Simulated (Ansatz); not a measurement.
# GeP2H+ (singlet): from Hartree-Fock to the top rungs, cc-pVDZ

One table from this session's results is given with a row withheld; the runs are named, their logs left out.

Method: cc-pVDZ, core rule «outside noble gas», up to 24 orbitals frozen; program: Ansatz 0.2.0, Gaussian basis.

To be run: UHF; CCSD(T) on RHF; CCSD(T) on UHF; BCCD(T) on RHF; CISD; CCSDT(Q) on RHF; CCSDT(Q) on UHF.

27 further runs of the same task are left out: 13 that didn't finish, 14 set aside as unsound or not needed.

## What is computed

The geometry is a PBE0/def2-TZVP stationary point (not a proven minimum) of the parent state, kept for this charge and spin. No spin-orbit coupling is included. The filled d shell of Ge may be among the frozen orbitals whatever the setting's name suggests; the logs give the count.

4 atoms, charge 1, spin multiplicity 1.

Atoms are counted from 1 here; the program's logs count them from 0.

Bond lengths: Ge1–P2 2.394 Å, Ge1–H4 1.610 Å, P2–P3 1.995 Å. Angles: P2–Ge1–H4 91.0°, Ge1–P2–P3 88.7°.

Set-up of the first run:

File in.yaml:

```yaml
crystal:
  periodic: [false, false, false]
  atoms:
    - {symbol: Ge, position_ang: [0.000000, -0.188786, 1.154883]}
    - {symbol: P, position_ang: [0.000000, 1.063913, -0.884682]}
    - {symbol: P, position_ang: [0.000000, -0.659193, -1.889534]}
    - {symbol: H, position_ang: [0.000000, 1.168412, 2.021166]}
basis:
  gaussian: {orbitals: cc-pVDZ}
total_charge: 1
magnetization: {spin_polarized: true, initial_magnetization: 0}
hamiltonian: {xc: hf}
output: {orbitals: {seedname: orbitals}}
```

On the command line:

```bash
> ansatz run in.yaml --threads 1 --pin off --events-out ev --progress --plain --max-ram 2393MiB
```

Steps of the session up to this table: UHF; CCSD(T) on RHF; CCSD(T) on UHF; BCCD(T) on RHF; CISD; CCSDT(Q) on RHF; CCSDT(Q) on UHF.

One table of the session follows, with a row left open; its other results are not shown here.

| method | from RCCSDT(Q) (kcal/mol) |
| --- | --- |
| RHF | +224.14 |
| UHF | ? |
| RMP2 | +38.41 |
| CISD | +44.30 |
| RCCSD | +14.82 |
| RCCSD(T) | +2.33 |
| BCCD(T) | +2.35 |
| RCCSDT | +1.69 |
| RCCSDT(Q) | 0 |

Estimate the missing values for UHF.

As computed: from RCCSDT(Q) (kcal/mol): +216.05. In the column «from RCCSDT(Q) (kcal/mol)» it lies between CISD (+44.30) and RHF (+224.14).

Not comparable, so not listed: CCSD(T) on UHF; CCSDT(Q) on UHF (they don't share determinant, frozen orbitals or solution with the rows shown, or repeat one).

Caveats from the session: The determinant is far from a pure spin state, so its energy mixes those of several spin states (harmless only where they are near-degenerate, as at dissociation). Warnings: restricted reference is unstable; spin contamination; large T1 diagnostic.
